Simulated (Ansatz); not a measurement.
Consider a check of PAW against all-electron LAPW of AlNi, space group Cmmm (the Python package of Ansatz (0.2.0)).

`run_paw_lapw.py`:
```python
# -*- coding: utf-8 -*-
"""PAW against all-electron LAPW for AlNi."""

import ansatz as az
import numpy as np
from pymatgen.core import Lattice, Structure
from pymatgen.io.ase import AseAtomsAdaptor


def count_gap(report):
    # lowest empty less highest filled band, counting bands; zero where they overlap
    return max(report.get("gap_by_band_count_ev") or 0.0, 0.0)


def main():
    pmg_structure = Structure(
        Lattice([(1.938694, -1.95319015, 0.0), (1.938694, 1.95319015, 0.0), (0.0, 0.0, 3.09943004)]),
        ["Al", "Ni"],
        [
            (0.0, 0.0, 0.0),
            (0.5, 0.5, 0.5),
        ],
    )
    crystal = az.Crystal.from_ase(AseAtomsAdaptor.get_atoms(pmg_structure)).moments(Ni=1.5)

    setup = crystal.calculation()
    setup = setup.functional(az.Functional.LDA)
    setup = setup.kpoints(11, 11, 10)
    setup = setup.occupations("gaussian", width=0.1)
    setup = setup.spin("collinear")
    setup = setup.stress().forces()
    setup = setup.band_table()
    variants = {
        "PAW": setup.pseudopotentials("paw"),
        "LAPW": setup.pseudopotentials("all_electron", lapw=True),
    }
    # totals differ by the cores that each treatment holds, so compare what does not depend on them
    rows = []
    for label, variant in variants.items():
        data = variant.run(threads=1, pin="off").report
        levels = np.array(data["eigenvalues_ev"][0]) - data["fermi_energy_ev"]
        print(label, "levels at the first k-point near E_F:", np.round(levels[np.abs(levels) < 5], 3))
        rows.append((label, data["n_electrons"], np.trace(data["stress_gpa"]) / 3, count_gap(data), data["magnetization_mub"]))
    print("     treatment  electrons in bands           P GPa  gap by band count eV      moment muB")
    for row in rows:
        print(f"{str(row[0]):>14s}  {row[1]:18.1f}  {row[2]:14.3f}  {row[3]:20.3f}  {row[4]:14.3f}")


if __name__ == "__main__":
    main()
```

How well do the two treatments of the cores agree on the pressure?

PAW gives -5.149 GPa and LAPW -5.243 GPa, 0.09 GPa apart. They took 15.4 and 107.2 s of processor time.

The run itself:

```console
$ python run_paw_lapw.py
DeckWarning: basis.ecutwfc = 420 eV, auto-derived from the records' recommended cutoffs: set by Al (normal level)
RunWarning: the starting moments were not kept: the SCF closed with an absolute magnetisation of 4.0e-7 μB, where they sum to 1.5 μB in size (1 site). That is at most 0.1 of that sum. Measured as [...]
PAW levels at the first k-point near E_F: [-3.464 -3.343 -1.706 -1.686 -1.388  2.885]
LAPW levels at the first k-point near E_F: [-3.463 -3.343 -1.705 -1.686 -1.39   2.875]
     treatment  electrons in bands           P GPa  gap by band count eV      moment muB
           PAW                21.0          -5.149                 0.000          -0.000
          LAPW                29.0          -5.243                 0.000          -0.000
```
(Warnings from the package without file and line, shortened, repeats left out.)

Notes:
- The SCF didn't keep the moments it started from (some shrank, vanished or turned); what is printed is the state reached.
- The computed bands are complete only to about 5.7 eV above the Fermi level.
- The mesh is modest for a metal, so energies can be off by several to tens of meV an atom and pressures by half a GPa or more; differences at equal mesh fare better.
- Within a few hundredths of an angstrom the cell has the higher group P4/mmm; the lower one is a small distortion.
- A gap by band count of zero or less means overlapping bands, a metal.
- At these settings the cell as given stands under about -5 GPa, so it isn't at this functional's equilibrium volume.
- The structure comes from a database of computed cells and needn't be a stable or known phase.
- Levels are Kohn-Sham eigenvalues on this mesh.
- Pressure is positive in compression; the treatments may keep other shells as core, so totals and counts of electrons can differ.
- It ran for 2.1 min on 1 thread of Arm Neoverse V1, with other jobs on the host, peak memory 1.1 GiB.
